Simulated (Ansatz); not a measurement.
# ZnAu: the cost of one run

Method: DFT, levels as named, plane waves, PAW, in Ansatz 0.2.0.

## Step 1: Starting point

The structure is cubic, space group Pm-3m (No. 221). Conventional cell: a = 3.147 Å, b = 3.147 Å, c = 3.147 Å, α = 90.00°, β = 90.00°, γ = 90.00°. Zn (site symmetry m-3m) has 8 Au at 2.73 Å as nearest neighbours. Around Au (site symmetry m-3m) lie 8 Zn at 2.73 Å.

Coordinates:

```
Zn Au
1.0
     3.14700    0.00000    0.00000
     0.00000    3.14700    0.00000
     0.00000    0.00000    3.14700
Zn Au
1 1
Direct
  0.50000 0.50000 0.50000
  0.00000 0.00000 0.00000
```

## Step 2: Relaxation with PBE

input.yaml reads:

```yaml
crystal:
  lattice:
    - [3.147, 0.0, 0.0]
    - [0.0, 3.147, 0.0]
    - [0.0, 0.0, 3.147]
  atoms:
    - { symbol: Zn, position: [0.5, 0.5, 0.5] }
    - { symbol: Au, position: [0.0, 0.0, 0.0] }
  symmetry: { tolerance: 0.0003 }
hamiltonian:
  xc: pbe
  pseudopotentials: { kind: paw, azcp: { folder: soft_1 } }
basis:
  ecutwfc: 420
magnetization:
  spin_polarized: false
scf:
  occupations: { method: fermi_dirac, width: 0.1 }
kpoints:
  mp_grid: { grid: [10, 10, 10], shift: [0, 0, 0] }
output:
  forces: true
  stress: true
  eigenvalues: true
relax:
  max_steps: 60
  cell: {}
```

Launch:

```console
ansatz run input.yaml --threads 2 --pin off --max-ram 5632MiB --backend cpu --events-out ev --progress --plain --runs-dir out
```

What time and memory should one allow on 2 threads of Intel Xeon 6975P-C (Granite Rapids), shared host?

About 3.9 s, with a peak of 0.36 GiB.
